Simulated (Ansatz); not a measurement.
# Zn2CdS3: the cost of one run

Method: DFT PBE, scalar-relativistic, plane waves, PAW, in Ansatz 0.2.0.

**1. The starting structure**

Symmetry: P3m1, No. 156, trigonal system. The conventional cell has a = 3.951 Å, b = 3.951 Å, c = 9.775 Å, α = 90.00°, β = 90.00°, γ = 120.00°. Zn (site symmetry 3m) has 4 S at 2.35 to 2.40 Å in its first shell of neighbours. Around Cd (site symmetry 3m) lie 4 S at 2.51 to 2.55 Å. S (site symmetry 3m) is surrounded by 4 Zn at 2.35 to 2.40 Å. S (site symmetry 3m) is surrounded by 1 Zn at 2.35 Å and 3 Cd at 2.51 Å. S (site symmetry 3m) is surrounded by 3 Zn at 2.40 Å and 1 Cd at 2.55 Å.

As a file:

```cif
data_structure
_symmetry_space_group_name_H-M 'P3m1'
_symmetry_Int_Tables_number 156
_cell_length_a 3.9508
_cell_length_b 3.9508
_cell_length_c 9.7749
_cell_angle_alpha 90.000
_cell_angle_beta 90.000
_cell_angle_gamma 120.000
_cell_volume 132.13
loop_
_atom_site_label
_atom_site_type_symbol
_atom_site_symmetry_multiplicity
_atom_site_Wyckoff_symbol
_atom_site_fract_x
_atom_site_fract_y
_atom_site_fract_z
_atom_site_occupancy
Zn1 Zn 1 b 0.33333 0.66667 0.99155 1
Zn2 Zn 1 c 0.66667 0.33333 0.67541 1
Cd1 Cd 1 a 0.00000 0.00000 0.32886 1
S1 S 1 b 0.33333 0.66667 0.75075 1
S2 S 1 c 0.66667 0.33333 0.43548 1
S3 S 1 a 0.00000 0.00000 0.06795 1
```

The cell was relaxed beforehand at this level, from a generated guess; it is a trial structure. At a tolerance of 0.02 Å it has space group P3m1 (No. 156); it has 22.02 Å³/atom, an uncorrected energy of -0.74 eV/atom over the elements.

**2. Static run: bands, density of states and charges**

The input, input.yaml:

```yaml
crystal:
  lattice:
    - [3.9507636835, -2.89e-08, 0.0]
    - [-1.9753818168, 3.4214617287, 0.0]
    - [0.0, 0.0, 9.7749151]
  atoms:
    - { symbol: Zn, position: [0.3333333333, 0.6666666667, 0.991545] }
    - { symbol: Zn, position: [0.6666666667, 0.3333333333, 0.675409] }
    - { symbol: Cd, position: [0.0, 0.0, 0.328858] }
    - { symbol: S, position: [0.3333333333, 0.6666666667, 0.750753] }
    - { symbol: S, position: [0.6666666667, 0.3333333333, 0.435484] }
    - { symbol: S, position: [0.0, 0.0, 0.06795] }
basis:
  ecutwfc: 420
kpoints:
  mp_grid: { grid: [12, 12, 4] }
  band_path:
    path:
      - [[0.0, 0.0, 0.0], [0.5, 0.0, 0.0], [0.33333333, 0.33333333, 0.0], [0.0, 0.0, 0.0], [0.0, 0.0, 0.5], [0.5, 0.0, 0.5], [0.33333333, 0.33333333, 0.5], [0.0, 0.0, 0.5]]
      - [[0.5, 0.0, 0.5], [0.5, 0.0, 0.0]]
      - [[0.33333333, 0.33333333, 0.5], [0.33333333, 0.33333333, 0.0]]
    npoints: 14
hamiltonian:
  xc: pbe
scf:
  occupations: { method: gaussian, width: 0.02 }
  n_extra_bands: 15
output:
  forces: true
  stress: true
  eigenvalues: true
  populations: true
  dos: { projected: true, de: 0.02, nscf_kmesh: { grid: [18, 18, 6] } }
  bader: true
  write_density: true
  write_potential: true
  elf: true
  volumetric_format: npy
```

The run is started by

```
ansatz run input.yaml --threads 4 --pin off --max-ram 8192MiB --backend cpu --events-out ev --progress --plain --runs-dir out
```

What time and memory should one allow on 4 threads of AMD EPYC 9R45 (Zen 5), shared host?

About 27 s, with a peak of 1.1 GiB.
